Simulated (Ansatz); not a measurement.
A run of Ansatz 0.2.0 is set up as follows.

Contents of input.yaml:

```yaml
crystal:
  lattice:
    - [0.0, 2.897844, 2.897844]
    - [2.897844, 0.0, 2.897844]
    - [2.897844, 2.897844, 0.0]
  atoms:
    - { symbol: Ge, position: [0.0, 0.0, 0.0] }
    - { symbol: Ga, position: [0.25, 0.25, 0.25] }
hamiltonian:
  xc: pbe
  pseudopotentials: { kind: paw }
kpoints:
  mp_grid: { grid: [8, 8, 8] }
scf:
  occupations: { method: gaussian, width: 0.011 }
output:
  forces: true
  stress: true
  eigenvalues: true
  write_density: true
  write_potential: true
  elf: true
  volumetric_format: npy
```

Potentials or basis: Ansatz PAW.

Run with:

```sh
$ ansatz run input.yaml --threads 2 --pin off --max-ram 5632MiB --backend cpu --events-out ev --progress --plain --runs-dir out
```

Problem. Estimate the band gap on the k mesh.

Solution. None (metal or under the smearing width).

Problem. What does it give for the pressure?

Solution. 0.2 GPa.
